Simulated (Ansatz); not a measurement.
**CH₃BOS: small, medium and large basis sets**

The task here is to estimate one member of a computed series from the others.

Program: Ansatz 0.2.0, Gaussian basis. Level of theory: one geometry, several basis sets. These are calculated values, not measurements.

Levels to be run: PBE0-D4/def2-SVP; ωB97M-V/def2-SVP; PBE0-D4/def2-QZVPP; ωB97M-V/def2-QZVPP; the functionals' def2-TZVPP values are taken from earlier runs.

### The relaxed structure

An earlier PBE0-D4 in a triple-zeta def2 set relaxation fixed the geometry.

SMILES `OBC=S`, 7 atoms, charge 0, spin multiplicity 1.

Atoms are counted from 1 here; the program's logs count them from 0.

Bond lengths: O1–B2 1.350 Å, O1–H5 0.961 Å, B2–C3 1.568 Å, B2–H6 1.198 Å, C3–S4 1.614 Å, C3–H7 1.094 Å. Angles: B2–O1–H5 113.6°, O1–B2–C3 116.9°, O1–B2–H6 121.9°, C3–B2–H6 121.3°, B2–C3–S4 122.4°, B2–C3–H7 118.8°, S4–C3–H7 118.9°.

The first run:

Contents of in.yaml:

```yaml
crystal:
  periodic: [false, false, false]
  atoms:
    - {symbol: O, position_ang: [-1.380827, 0.346849, 0.503559]}
    - {symbol: B, position_ang: [-0.152085, 0.450125, -0.047117]}
    - {symbol: C, position_ang: [0.711087, -0.858135, -0.104497]}
    - {symbol: S, position_ang: [2.195486, -0.886120, -0.736343]}
    - {symbol: H, position_ang: [-1.867958, 1.174795, 0.514149]}
    - {symbol: H, position_ang: [0.264427, 1.489232, -0.473555]}
    - {symbol: H, position_ang: [0.291069, -1.784747, 0.298105]}
basis:
  gaussian: {orbitals: def2-SVP}
hamiltonian: {xc: pbe0, dispersion: d4}
output: {orbitals: {seedname: orbitals}}
```

Run with:

```sh
$ ansatz run in.yaml --threads 2 --pin off --events-out ev --progress --plain --max-ram 4352MiB
```

Among the steps run: PBE0-D4 in def2-SVP; ωB97M-V in def2-SVP; PBE0-D4 in def2-QZVPP; ωB97M-V in def2-QZVPP.

One of the session's tables, all rows but one given; the rest of the session is left out.

It belongs to the step «Functionals by basis». 

| functional | basis | HOMO (eV) | LUMO (eV) |
| --- | --- | --- | --- |
| PBE0-D4 | def2-SVP | -6.25 | -2.87 |
| PBE0-D4 | def2-TZVPP | -6.45 | -3.05 |
| PBE0-D4 | def2-QZVPP | -6.49 | -3.09 |
| ωB97M-V | def2-SVP | -8.43 | -0.61 |
| ωB97M-V | def2-TZVPP | ? | ? |
| ωB97M-V | def2-QZVPP | -8.71 | -0.92 |

Estimate the missing values for ωB97M-V, def2-TZVPP.

As computed: HOMO (eV): -8.66; LUMO (eV): -0.86. In the column «HOMO (eV)» it lies between ωB97M-V, def2-QZVPP (-8.71) and ωB97M-V, def2-SVP (-8.43).
